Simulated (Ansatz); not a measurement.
# F2HOSn: the cost of one run

Computed with Ansatz 0.2.0, Gaussian basis. Level: the settings change from run to run.

## (1) The geometry

An earlier PBE0-D4 in a triple-zeta def2 set relaxation fixed the geometry. Sn takes a core potential in def2 sets; no spin-orbit term is included.

SMILES `[O][SnH]([F])[F]`, 5 atoms, charge 0, spin multiplicity 2.

Atoms are counted from 1 here; the program's logs count them from 0.

Bond lengths: O1–Sn2 1.968 Å, Sn2–F3 1.897 Å, Sn2–F4 1.897 Å, Sn2–H5 1.686 Å. Angles: O1–Sn2–F3 107.0°, O1–Sn2–F4 107.0°, O1–Sn2–H5 114.0°, F3–Sn2–F4 102.7°, F3–Sn2–H5 112.6°, F4–Sn2–H5 112.6°.

## (2) r2SCAN0/def2-TZVPP

This run has restricted open-shell orbitals, atoms shaken by 0.08 Å.

Contents of in.yaml:

```yaml
crystal:
  periodic: [false, false, false]
  atoms:
    - {symbol: O, position_ang: [-0.360917, -0.456206, 1.804668]}
    - {symbol: Sn, position_ang: [0.186149, 0.017625, 0.111053]}
    - {symbol: F, position_ang: [-0.805262, 1.599497, -0.263283]}
    - {symbol: F, position_ang: [-0.590529, -1.177251, -1.349429]}
    - {symbol: H, position_ang: [1.883138, 0.081269, -0.270813]}
basis:
  gaussian: {orbitals: def2-TZVPP}
magnetization: {spin_polarized: false, initial_magnetization: 1}
hamiltonian: {xc: {name: r2SCAN0}}
```

The run is started by

```sh
> ansatz run in.yaml --threads 4 --pin off --events-out ev --progress --plain --max-ram 10444MiB
```

**Question.** How long does this run take on 4 threads of Arm Neoverse N1, shared host, and how much memory does it need?

About 27 s, with a peak of 0.65 GiB.
